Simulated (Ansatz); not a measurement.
# TeS2F2: the cost of one run

Computed with Ansatz 0.2.0 (DFT PBE, scalar-relativistic, plane waves, PAW, unless a step's input says otherwise).

3 further runs of the same task are left out: 2 that didn't finish, 1 set aside as unsound or not needed.

### 1 Starting point

The structure is hexagonal, space group P6/mmm (No. 191). The conventional cell has a = 4.226 Å, b = 4.226 Å, c = 7.257 Å, α = 90.00°, β = 90.00°, γ = 120.00°. Te (site symmetry 6/mmm) is surrounded by 6 S at 2.44 Å. S (site symmetry -6m2) has 3 S at 2.44 Å and 3 Te at 2.44 Å as nearest neighbours. Around F (site symmetry -6m2) lie 3 F at 2.44 Å.

Structure file:

```cif
data_structure
_symmetry_space_group_name_H-M 'P 1'
_symmetry_Int_Tables_number 1
_cell_length_a 4.2262
_cell_length_b 4.2262
_cell_length_c 7.2569
_cell_angle_alpha 90.000
_cell_angle_beta 90.000
_cell_angle_gamma 120.000
_cell_volume 112.25
loop_
_atom_site_label
_atom_site_type_symbol
_atom_site_fract_x
_atom_site_fract_y
_atom_site_fract_z
_atom_site_occupancy
Te1 Te 0.00000 0.00000 0.00000 1
S1 S 0.33333 0.66667 0.00000 1
S2 S 0.66667 0.33333 0.00000 1
F1 F 0.33333 0.66667 0.50000 1
F2 F 0.66667 0.33333 0.50000 1
```

The cell is invented: random cell by space group and Wyckoff sites (P6/mmm, No. 191). Its size is a rough estimate.

### 2 A first look at the guess

The input, input.yaml:

```yaml
crystal:
  lattice:
    - [4.22622828, 0.0, 0.0]
    - [-2.11311414, 3.66002105, 0.0]
    - [0.0, 0.0, 7.25691053]
  atoms:
    - { symbol: Te, position: [0.0, 0.0, 0.0] }
    - { symbol: S, position: [0.33333333, 0.66666667, 0.0] }
    - { symbol: S, position: [0.66666667, 0.33333333, 0.0] }
    - { symbol: F, position: [0.33333333, 0.66666667, 0.5] }
    - { symbol: F, position: [0.66666667, 0.33333333, 0.5] }
basis:
  ecutwfc: 420
kpoints:
  mp_grid: { grid: [6, 6, 4] }
hamiltonian:
  xc: pbe
scf:
  occupations: { method: gaussian, width: 0.1 }
  lower_state_search: "off"
output:
  forces: true
  stress: true
  eigenvalues: true
```

Started as:

```
$ ansatz run input.yaml --threads 1 --pin off --max-ram 2560MiB --backend cpu --events-out ev --progress --plain --runs-dir out
```

Q: Estimate wall time and peak memory on 1 thread of Arm Neoverse V2, shared host.

About 5.3 s, with a peak of 0.36 GiB.
